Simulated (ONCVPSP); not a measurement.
# Pseudopotential generation for zinc: ONCV, PBE

Do these settings give a usable potential? It is generated, then checked for transferability, scattering, ghosts and hardness.

Method: ONCVPSP 4.0.1.1 (patched build), PBE, scalar-relativistic.

**1. Settings**

The settings as typed:

- element: zinc (Zn, Z = 30)
- type: optimised norm-conserving Vanderbilt (ONCV)
- frozen core: [Ar]
- valence charge: 12
- reference configuration: 3d10 4s2
- partial waves: 4s: rc 2.25 bohr, ncon 4, nbas 9, qcut 2.8 1/bohr, 1 projector; p scattering state at 0.19 Ha: rc 2.45 bohr, ncon 4, nbas 7, qcut 2.9 1/bohr, 2 projectors, debl 3.3 Ha; 3d: rc 0.80 bohr, ncon 4, nbas 9, qcut 17.3 1/bohr, local
- local potential: the d channel
- core correction: not asked for

The nodes and maxima of the atom's own shells, from an earlier all-electron run, set the scale for the radii.

All-electron outer shells of the reference configuration (PBE, scalar-relativistic, ld1.x):

| shell | level (eV) | outermost node (bohr) | outermost maximum (bohr) |
| --- | --- | --- | --- |
| 3p | -83.40 | 0.25 | 0.59 |
| 3d | -10.14 | – | 0.57 |
| 4s | -5.98 | 0.85 | 2.09 |
| 4p | -1.12 | 0.92 | 3.08 |

**2. Generation**

Input file Zn.dat:

```
# ATOM AND REFERENCE CONFIGURATION
# atsym  z   nc   nv     iexc    psfile
  Zn 30.00    5    2        4      upf
#
#   n    l    f
    1    0    2.00
    2    0    2.00
    2    1    6.00
    3    0    2.00
    3    1    6.00
    3    2   10.00
    4    0    2.00
#
# PSEUDOPOTENTIAL AND OPTIMIZATION
# lmax
    2
#
#   l,   rc,      ep,       ncon, nbas, qcut
    0    2.25    0.00    4    9    2.80
    1    2.45    0.19    4    7    2.90
    2    0.80    0.00    4    9   17.30
#
# LOCAL POTENTIAL
# lloc, lpopt,  rc(5),   dvloc0
    2    5    0.80    0.00
#
# VANDERBILT-KLEINMAN-BYLANDER PROJECTORs
# l, nproj, debl
    0    1    3.70
    1    2    3.30
    2    0    2.10
#
# MODEL CORE CHARGE
# icmod, fcfact, rcfact
    0    0.00    0.00
#
# LOG DERIVATIVE ANALYSIS
# epsh1, epsh2, depsh
   -2.00    5.00    0.02
#
# OUTPUT GRID
# rlmax, drl
    6.00    0.01
#
# TEST CONFIGURATIONS
# ncnf
    4
# nvcnf
#   n    l    f
    2
    3    2   10.00
    4    0    1.00
#
    2
    3    2   10.00
    4    0    0.00
#
    2
    3    2    9.00
    4    0    0.00
#
    2
    3    2   10.00
    4    0    1.50
#
```

On the command line:

```bash
oncvpsp.x < Zn.dat > Zn.out
```

**Question.** What will these runs give? Wanted: cutoffs for 1 and 0.1 mHa per electron, occupied waves; bound ghosts; GHOST(+) flags; largest test error; largest phase difference near zero energy, channels read; projector energies reset by the program.

**Answer**, as computed:

| quantity | value |
| --- | --- |
| cutoffs for 1 and 0.1 mHa per electron, occupied waves | 128 Ha and 144 Ha |
| bound ghosts | s at -545.47 eV, p at -139.36 eV |
| GHOST(+) flags | s at 16 eV |
| largest test error (AE − PS) | -54 meV, for 3d9 4s0 |
| largest phase difference near zero energy, channels read | 0.051 rad |
| projector energies reset by the program | p: 0.050, 3.350 Ha |

What this shows: A bound ghost (s, p) makes it unfit for use: electrons can fall into a state that the atom doesn't have. By total energies transferability is fair: the largest error is 54 meV on 68.9 eV, for 3d9 4s0. That test lies far up in energy; among those under 40 eV, nearer to bonding, the largest error is 11 meV. By its cutoff, 128 Ha for the looser tolerance, it is very hard. At the looser tolerance the 3d wave is the slowest; 4s needs 6 Ha. Near zero energy the largest phase difference among the channels read is 0.05 rad, in the s channel. The program also flags highly localised states, GHOST(+) (s).
